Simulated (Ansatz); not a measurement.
# BC5: the cost of one run

Computed with Ansatz 0.2.0 (DFT PBE, scalar-relativistic, plane waves, PAW, unless a step's input says otherwise).

### Step 1. The structure to begin with

The structure is hexagonal, space group P6/mmm (No. 191). Conventional cell: a = 3.045 Å, b = 3.045 Å, c = 8.332 Å, α = 90.00°, β = 90.00°, γ = 120.00°. Around B (site symmetry 6/mmm) lie 6 C at 1.76 Å. Around C (site symmetry mmm) lie 4 C at 1.52 Å. C (site symmetry -6m2) has 3 C at 1.76 Å and 3 B at 1.76 Å as nearest neighbours.

Structure file:

```cif
data_structure
_symmetry_space_group_name_H-M 'P 1'
_symmetry_Int_Tables_number 1
_cell_length_a 3.0450
_cell_length_b 3.0450
_cell_length_c 8.3317
_cell_angle_alpha 90.000
_cell_angle_beta 90.000
_cell_angle_gamma 120.000
_cell_volume 66.90
loop_
_atom_site_label
_atom_site_type_symbol
_atom_site_fract_x
_atom_site_fract_y
_atom_site_fract_z
_atom_site_occupancy
B1 B 0.00000 0.00000 0.00000 1
C1 C 0.50000 0.00000 0.50000 1
C2 C 0.50000 0.50000 0.50000 1
C3 C 0.00000 0.50000 0.50000 1
C4 C 0.33333 0.66667 0.00000 1
C5 C 0.66667 0.33333 0.00000 1
```

It is the end of an earlier relaxation with the same method, from a database cell with other species swapped in; it needn't be the stable form of this composition. At a tolerance of 0.05 Å it has space group P6/mmm (No. 191); it has 11.15 Å³/atom, an uncorrected energy of +2.69 eV/atom over the elements.

### Step 2. Static run: bands, density of states and charges

input.yaml reads:

```yaml
crystal:
  lattice:
    - [3.0450084998, 0.0, 0.0]
    - [-1.5225042499, 2.6370547156, 0.0]
    - [0.0, 0.0, 8.331700399]
  atoms:
    - { symbol: B, position: [0.0, 0.0, 0.0] }
    - { symbol: C, position: [0.5, 0.0, 0.5] }
    - { symbol: C, position: [0.5, 0.5, 0.5] }
    - { symbol: C, position: [0.0, 0.5, 0.5] }
    - { symbol: C, position: [0.3333333333, 0.6666666667, 0.0] }
    - { symbol: C, position: [0.6666666667, 0.3333333333, 0.0] }
basis:
  ecutwfc: 420
kpoints:
  mp_grid: { grid: [12, 12, 6] }
  band_path:
    path:
      - [[0.0, 0.0, 0.0], [0.5, 0.0, 0.0], [0.33333333, 0.33333333, 0.0], [0.0, 0.0, 0.0], [0.0, 0.0, 0.5], [0.5, 0.0, 0.5], [0.33333333, 0.33333333, 0.5], [0.0, 0.0, 0.5]]
      - [[0.5, 0.0, 0.5], [0.5, 0.0, 0.0]]
      - [[0.33333333, 0.33333333, 0.5], [0.33333333, 0.33333333, 0.0]]
    npoints: 14
hamiltonian:
  xc: pbe
scf:
  occupations: { method: gaussian, width: 0.1 }
  n_extra_bands: 15
output:
  forces: true
  stress: true
  eigenvalues: true
  populations: true
  dos: { projected: true, de: 0.02, nscf_kmesh: { grid: [15, 15, 8] } }
  bader: true
  write_density: true
  write_potential: true
  elf: true
  volumetric_format: npy
```

On the command line:

```bash
$ ansatz run input.yaml --threads 1 --pin off --max-ram 2560MiB --backend cpu --events-out ev --progress --plain --runs-dir out
```

What time and memory should one allow on 1 thread of Arm Neoverse V2, shared host?

About 53 s, with a peak of 0.41 GiB.
